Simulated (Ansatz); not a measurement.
# ReSbN in Ansatz: the effect of strain

ReSbN:

```xyz
6
Lattice="3.4321 0.0000 0.0000 0.0000 3.4321 0.0000 0.0000 0.0000 8.2489" Properties=species:S:1:pos:R:3 pbc="T T T"
Re    0.0000    1.7161    7.2033
Re    1.7161    0.0000    1.0456
Sb    0.0000    1.7161    2.7507
Sb    1.7161    0.0000    5.4983
N     0.0000    0.0000    0.0000
N     1.7161    1.7161    0.0000
```

The cell comes from a database or a generator and needn't be the stable form of this composition.

Alike in all runs:

```yaml
Program: Ansatz 0.2.0
Task: band structure
Functional: PBE
Potentials_or_basis: Ansatz PAW
Cutoff: "420 eV (not typed: the program's choice for these potentials)"
k_mesh: 7 × 7 × 3
Occupations: fermi-dirac, width 0.05 eV
Spin: no spin polarisation
Kind_of_strain: uniaxial
Path: "[[\"G\", \"X\", \"M\", \"G\", \"Z\", \"R\", \"A\", \"Z\"], [\"X\", \"R\"], [\"M\", \"A\"]]"
Points_for_each_segment_of_the_path: 14
```

```csv
strain,pressure (GPa),largest force (eV/Å)
-0.04,5.5,0.68
-0.02,?,?
-0.01,0.3,0.07
0,-1.3,0.25
0.01,-2.8,0.49
0.02,-4.2,0.72
0.04,-6.8,1.19
```

**Question.** What does the run with strain -0.02 give?

**Answer.** Pressure 1.9 GPa; largest force 0.22 eV/Å.

Worked out: A parabola through the other rows of the pressure, of slope -170 GPa per unit of strain there, gives 1.9 GPa, against the run's 1.9. A parabola through the other rows of the largest force, of slope -8.92 eV/Å per unit of strain there, gives 0.28 eV/Å, against the run's 0.22.

Caveats: this functional lacks dispersion, which binds the layers, so the pressure and a relaxed spacing across them are unreliable (some runs); forces of over 1 eV/Å show positions far from the minimum, so gaps and moduli don't describe the material at rest (some runs).
